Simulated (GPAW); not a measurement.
The system is RuAu.

```
Ru Au
1.0
     3.16481    0.00000    0.00000
     0.00000    3.16481    0.00000
     0.00000    0.00000    3.16481
Ru Au
1 1
Direct
  0.00000 0.00000 0.00000
  0.50000 0.50000 0.50000
```

The cell was built by a generator and needn't be a form met in nature.

Base run:

| Quantity | Value |
| --- | --- |
| Program | GPAW 26.7.0 |
| Functional | SCAN |
| Potentials or basis | GPAW PAW data sets (gpaw-data 1.2.1) |
| Cutoff | 600 eV |
| Basis | pw |
| k mesh | 8 × 8 × 8 |
| Occupations | fermi-dirac, width 0.05 eV |
| Spin | no spin polarisation |

Its results: pressure -6.0 GPa.

Problem. The run is repeated on the same cell with these changes: functional from SCAN to r2SCAN. What comes out?

Solution. Pressure -1.7 GPa.

Caveats: with this Au data set, volumes or pressures lay over 1.5 % or 2 GPa off other programs in two to four cells of ten; the PAW data sets were made with another functional, which shifts forces and pressure a little.
